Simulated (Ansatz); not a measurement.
Working through a relaxation of the ions of SrSO4, space group F-43m

Computed with Ansatz 0.2.0, Python API.

Input file `srso4.extxyz`:
```text
6
Lattice="0.0 3.611578 3.611578 3.611578 0.0 3.611578 3.611578 3.611578 0.0" Properties=species:S:1:pos:R:3 pbc="T T T"
Sr    3.61157800    3.61157800    3.61157800
S     0.00000000    0.00000000    0.00000000
O     6.36401216    6.36401216    6.36401216
O     6.36401216    4.47072184    4.47072184
O     4.47072184    6.36401216    4.47072184
O     4.47072184    4.47072184    6.36401216
```

Interactive session:
```pycon
>>> import ansatz as az
>>> import matplotlib.pyplot as plt
>>> import numpy as np
>>> system = az.Crystal.from_extxyz("srso4.extxyz")
>>> # a displaced start
>>> calc = (
...     system.move(4, to=(0.8949, 0.37067, 0.86721)).fix(5).calculation()
...     .kpoints(spacing=0.5)
...     .occupations("fixed")
...     .functional(az.Functional.PBESOL)
...     .relax(force_tolerance=0.01)
... )
>>> steps = []
>>> def follow(event):
...     if event["event"] != "relax_step":
...         return
...     row = event["data"]
...     steps.append(row)
...     print(f"step {row['step']:3d}  E = {row['lagrangian_ev']:.5f} eV  largest force component = {row['allowed_force_max_ev_ang']:.4f} eV/A")
...
>>> done = calc.session().plan(threads=1).execute(on_event=follow)
DeckWarning: the atoms were moved onto the symmetric positions of the space group found under crystal.symmetry.tolerance 1.0e-5 (fractional; no operation is sought that the atoms, as they stand in a [...]
DeckWarning: basis.ecutwfc = 420 eV, auto-derived from the records' recommended cutoffs: set by Sr (normal level)
DeckWarning: crystal.symmetry: narrowed to the stabiliser of the relax constraints — unitary ops 2 → 1; lowered at sites 2, 5 (the operations that carried what is held of a site onto what its image [...]
step   1  E = -6622.63557 eV  largest force component = 1.7524 eV/A
step   2  E = -6622.70842 eV  largest force component = 1.0565 eV/A
step   3  E = -6622.85943 eV  largest force component = 0.6791 eV/A
step   4  E = -6623.02363 eV  largest force component = 1.2335 eV/A
step   5  E = -6623.24669 eV  largest force component = 0.9177 eV/A
step   6  E = -6623.43620 eV  largest force component = 0.5370 eV/A
step   7  E = -6623.50360 eV  largest force component = 0.3300 eV/A
step   8  E = -6623.56067 eV  largest force component = 0.3172 eV/A
step   9  E = -6623.61648 eV  largest force component = 0.4786 eV/A
step  10  E = -6623.68624 eV  largest force component = 0.6057 eV/A
step  11  E = -6623.76133 eV  largest force component = 0.6487 eV/A
step  12  E = -6623.82691 eV  largest force component = 0.2936 eV/A
step  13  E = -6623.85576 eV  largest force component = 0.0350 eV/A
step  14  E = -6623.85729 eV  largest force component = 0.0614 eV/A
step  15  E = -6623.85752 eV  largest force component = 0.0077 eV/A
step  16  E = -6623.85752 eV  largest force component = 0.0074 eV/A
>>> report = done.report
>>> [(site.symbol, site.position_frac.round(4).tolist()) for site in done.lattice.sites]
[(<Element.SR: 'Sr'>, [0.6701, 0.4263, 0.5672]), (<Element.S: 'S'>, [0.17, -0.0737, 0.0675]), (<Element.O: 'O'>, [1.1241, 0.9716, 0.7787]), (<Element.O: 'O'>, [0.459, 0.637, 1.1128]), (<Element.O: 'O'>, [1.2158, 0.2153, 1.0216]), (<Element.O: 'O'>, [0.8811, 0.8811, 0.3568])]
>>> first, last = steps[0], steps[-1]
>>> symbols = [site.symbol for site in done.lattice.sites]
>>> print(f"energy gained {first['lagrangian_ev'] - last['lagrangian_ev']:.4f} eV in {len(steps) - 1} steps")
energy gained 1.2219 eV in 15 steps
>>> fig, (top, bottom) = plt.subplots(2, 1, sharex=True, figsize=(4.5, 4))
>>> top.plot([s["lagrangian_ev"] - last["lagrangian_ev"] for s in steps], "o-")
[<matplotlib.lines.Line2D object at 0x...>]
>>> top.set_ylabel("E - E(final) (eV)")
Text(0, 0.5, 'E - E(final) (eV)')
>>> bottom.semilogy([max(s["allowed_force_max_ev_ang"], 1e-6) for s in steps], "s-")
[<matplotlib.lines.Line2D object at 0x...>]
>>> bottom.set(xlabel="step", ylabel="largest force (eV/A)")
[Text(0.5, 0, 'step'), Text(0, 0.5, 'largest force (eV/A)')]
>>> fig.tight_layout()
>>> fig.savefig("relax.png", dpi=100)
>>> print("atom   start x y z (A)              end x y z (A)")
atom   start x y z (A)              end x y z (A)
>>> for symbol, a, b in zip(symbols, first["positions_ang"], last["positions_ang"]):
...     print(f"{symbol:3s}", " ".join(f"{v:8.4f}" for v in a), "  ", " ".join(f"{v:8.4f}" for v in b))
...
Sr    3.6116   3.6116   3.6116      3.5881   4.4686   3.9599
S    -0.0000  -0.0000   0.0000     -0.0227   0.8575   0.3476
O     6.3640   6.3640   6.3640      6.3215   6.8720   7.5688
O     6.3640   4.4707   4.4707      6.3195   5.6764   3.9584
O     4.4707   6.3640   4.5707      4.4673   8.0807   5.1685
O     4.4707   4.4707   6.3640      4.4707   4.4707   6.3640
>>> energy = report["free_energy_ev"]
>>> print("SrSO4: {:.6f} eV = {:.6f} Ry = {:.6f} Ha".format(energy, energy / 13.605693, energy / 27.211386))
SrSO4: -6623.857518 eV = -486.844552 Ry = -243.422276 Ha
>>> print("Fermi level {:.4f} eV, {} k-points, {} symmetry operations".format(report["fermi_energy_ev"], report["n_kpoints"], report["n_symmetry_ops"]))
Fermi level 3.5968 eV, 36 k-points, 1 symmetry operations
```

Caveats:
- Total energies depend on the potentials; only differences at equal settings carry meaning. A total without «per atom» is that of the cell as typed.
- The Fermi level of a run with fixed occupations marks the highest occupied state on its mesh, not mid-gap.
- The zero of the levels is a convention of the potentials, so an absolute Fermi energy is no work function.
- Energies along a relaxation are free energies. A last row that repeats the one before re-solves the same geometry more tightly.
- The cell relaxed to the group I-42m; tensors and edges are in the axes of the typed cell.
- The structure comes from a database of computed cells and needn't be a stable or known phase.
- Warnings are shown shortened and without file and line.
- Run time: 2 min on 1 thread of Arm Neoverse V1, on a shared host, peak memory 0.46 GiB.

(Lines on the test bed's own set-up are left out of the output.)
